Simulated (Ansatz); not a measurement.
# CBrCl₂+ (SMILES Cl[C+](Cl)Br): functionals against CCSD(T) at one geometry

The task here is to estimate one member of a computed series from the others.

Method: single points in def2-TZVPP; program: Ansatz 0.2.0, Gaussian basis.

Cores are frozen in the correlated methods. Filled d shells of the heavier atoms are correlated.

### The starting structure

4 atoms, charge 1, spin multiplicity 1.

Atoms are counted from 1 here; the program's logs count them from 0.

Bond lengths: Cl1–C2 1.669 Å, C2–Cl3 1.584 Å, C2–Br4 1.851 Å. Angles: Cl1–C2–Cl3 119.8°, Cl1–C2–Br4 119.6°, Cl3–C2–Br4 120.1°.

Coordinates:

```
Cl    1.2195   -0.3944    1.0553
C    -0.0120   -0.0731   -0.0250
Cl   -1.2792   -1.0219   -0.0784
Br    0.0077    1.5054   -0.9906
```

The first run:

run/in.yaml reads:

```yaml
crystal:
  periodic: [false, false, false]
  atoms:
    - {symbol: Cl, position_ang: [1.219500, -0.394400, 1.055300]}
    - {symbol: C, position_ang: [-0.012000, -0.073100, -0.025000]}
    - {symbol: Cl, position_ang: [-1.279200, -1.021900, -0.078400]}
    - {symbol: Br, position_ang: [0.007700, 1.505400, -0.990600]}
basis:
  gaussian: {orbitals: def2-TZVPP}
total_charge: 1
correlation: {method: ccsd_t}
output: {forces: true}
```

Started as:

```
$ ansatz run in.yaml --threads 4 --pin off --events-out ev --progress --plain --max-ram 5222MiB
```

Steps of the session up to this table: CCSD(T)/def2-TZVPP; PBE0-D4/def2-TZVPP; wB97M-V/def2-TZVPP; r2SCAN-D4/def2-TZVPP; PBE-D4/def2-TZVPP; r2SCANh-D4/def2-TZVPP; SPW92/def2-TZVPP.

One table of the session follows, with a row left open; its other results are not shown here.

```
    method  RMS force component (eV/Å)  angle to CCSD(T) forces (°)
   CCSD(T)                       1.055                    reference
   PBE0-D4                           ?                            ?
   wB97M-V                       1.003                          8.0
 r2SCAN-D4                       0.985                          3.2
    PBE-D4                       1.028                          6.1
r2SCANh-D4                       0.978                          7.9
     SPW92                       0.947                         12.6
```

Estimate the missing values for PBE0-D4.

The run gave: RMS force component (eV/Å): 0.986; angle to CCSD(T) forces (°): 10.6. In the column «RMS force component (eV/Å)» it lies between r2SCAN-D4 (0.985) and wB97M-V (1.003).
